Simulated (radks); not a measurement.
# The Coulomb parameter U of the 4d shell of Cd³⁺

The task here is to estimate one member of a computed series from the others.

Program: radks (a radial shooting solver on a logarithmic mesh, Libxc functionals) version 1. Level of theory: scalar-relativistic Kohn-Sham, r2SCAN, spin-unpolarised, spherical densities, finite nucleus. These are calculated values, not measurements, unless marked.

**What is computed**

```
element            : cadmium (Z = 48)
charge             : +3
electrons          : 45
configuration      : [Kr] 4d8 5p1
nuclear rms radius : 4.6087 fm
```

Outer shells as boxes (Hund's rule):

Cd³⁺
```
[Kr] core
4d [↑↓][↑↓][↑↓][↑ ][↑ ]
5p [↑ ][  ][  ]
```

The first run:

Settings of this run:

```text
Z 48
configuration [Kr] 4d8 5p1
relativity scalar-relativistic
functional r2scan,r2scan
spin unpolarised
nucleus finite rms 4.6087 fm
c 137.035999084
```

Steps of the session up to this table: Start: [Kr] 4d8 5p1.

One of the session's tables, all rows but one given; the rest of the session is left out.

It belongs to the step «Start: [Kr] 4d8 5p1». Sizes of the orbitals, from the radial functions (bohr):

```
level     <r>  outermost maximum (interpolated)  90 % within  nodes
   2p  0.1149                            0.0890        0.187      0
   3s  0.3574                             0.323        0.526      2
   3p  0.3565                             0.317        0.536      1
   3d       ?                                 ?            ?      ?
   4s  0.8739                             0.795         1.26      3
   4p  0.9458                             0.842         1.39      2
   4d   1.160                             0.956         1.78      1
   5p   2.605                              2.33         3.75      3
```

Q: Estimate the row for 3d from the others.

As computed: <r>: 0.3346; outermost maximum (interpolated): 0.266; 90 % within: 0.528; nodes: 0. In the column «<r>» it lies between 2p (0.1149) and 3p (0.3565).
